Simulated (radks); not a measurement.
# Al⁹⁺ in [He] 2s2: an all-electron calculation

What are the levels of the aluminium ion Al9+, how large are its shells, and how does its energy divide?

Method: non-relativistic Kohn-Sham, r2SCAN, spin-unpolarised, spherical densities, point nucleus. Code: radks (a radial shooting solver on a logarithmic mesh, Libxc functionals) version 1.

### Step 1. What is computed

| Property | Result |
| --- | --- |
| element | aluminium (Z = 13) |
| charge | +9 |
| electrons | 4 |
| configuration | [He] 2s2 |

Outer shells as boxes (Hund's rule):

Al⁹⁺
```
[He] core
2s [↑↓]
```

In the logs a row gives level, spin channel, occupation and eigenvalue; Etot, Ekin, Encl (electron-nucleus), Eh (Hartree) and Exc are energies, all in hartree; err is the last residual, it the number of iterations.

### Step 2. Self-consistent calculation

Settings of this run:

```text
Z 13
configuration [He] 2s2
relativity non-relativistic
functional r2scan,r2scan
spin unpolarised
nucleus point
```

The run is started by

```console
> python run_ks.py task.json out
```

All runs below come from this command, one after another.

Output:

```text
1s      1   2.0000         -69.26322653
2s      1   2.0000         -13.91126120
Etot -191.70349344758228
Ekin 191.60216135249644
Encl -402.0148018424254
Eh 28.819219918153117
Exc -10.110072875806418
err 7.356937537725063e-07
it 9
```

Residual by iteration: 6.0e+00, 4.1e+00, 1.9e-01, 1.0e-01, 2.9e-03, 1.6e-04, 2.8e-05, 7.4e-07, 7.4e-07.

### Step 3. Radial structure

Radial moments (bohr):

```
level  occupation  energy (eV)     <r>  outermost maximum (interpolated)  90 % within  nodes
   1s           2      -1884.7  0.1194                            0.0785        0.213      0
   2s           2      -378.54  0.5238                             0.448        0.801      1
```

The radial density on a logarithmic grid:

```
r (bohr)  4πr²ρ (e/bohr)
 0.00467          0.3521
 0.00628          0.6104
 0.00837           1.028
  0.0113           1.724
  0.0150           2.782
  0.0202           4.395
  0.0269           6.561
  0.0362           9.315
  0.0483           12.09
  0.0649           14.16
  0.0865           14.29
   0.116           11.80
   0.155           7.657
   0.209           4.037
   0.278           3.119
   0.371           4.050
   0.499           4.168
   0.666           2.498
   0.895          0.7325
    1.19         0.09387
    1.60        0.003614
```

Electron localisation function: r (bohr), ELF and a bar.

```
  0.00385  1.00 ##############################
  0.00514  1.00 ##############################
  0.00691  1.00 ##############################
  0.00921  1.00 ##############################
   0.0124  1.00 ##############################
   0.0165  1.00 ##############################
   0.0222  1.00 ##############################
   0.0296  1.00 ##############################
   0.0398  1.00 ##############################
   0.0531  1.00 ##############################
   0.0714  1.00 ##############################
   0.0953  1.00 ##############################
    0.128  0.98 #############################
    0.171  0.54 ################
    0.230  0.04 #
    0.306  0.13 ####
    0.412  0.94 ############################
    0.549  1.00 ##############################
    0.739  1.00 ##############################
    0.985  1.00 ##############################
     1.32  1.00 ##############################
```

Slater integrals of the outer shells (eV):

```
integral  shells   value
      F0  2s, 2s  46.899
      F0  2s, 1s  65.502
      G0  2s, 1s   6.178
      F0  1s, 1s  214.20
```

X-ray form factor f at sin θ/λ (1/Å): 0.05: 3.99, 0.15: 3.89, 0.25: 3.71, 0.4: 3.32, 0.6: 2.75, 1: 1.89, 1.5: 1.46.

### Step 4. Results

```
                        quantity                 value
                    total energy    -191.70349 hartree
exchange-correlation share of it                5.27 %
                            −T/E                0.9995
          highest occupied level        2s, -378.54 eV
    most extended occupied level  2s, <r> = 0.524 bohr
 radius at density 0.001 e/bohr³             1.37 bohr
    maxima of the radial density                     2
         ionisation energy, NIST  398.7 (semi-emp.) eV
```

The radial density shows 2 maxima for 2 occupied principal shells. The ratio −T/E is 0.9995; for a non-relativistic Coulomb system it is 1 up to the kinetic part of correlation. The top level binds by 378.54 eV, 95 % of the NIST ionisation energy of 398.7 eV. 
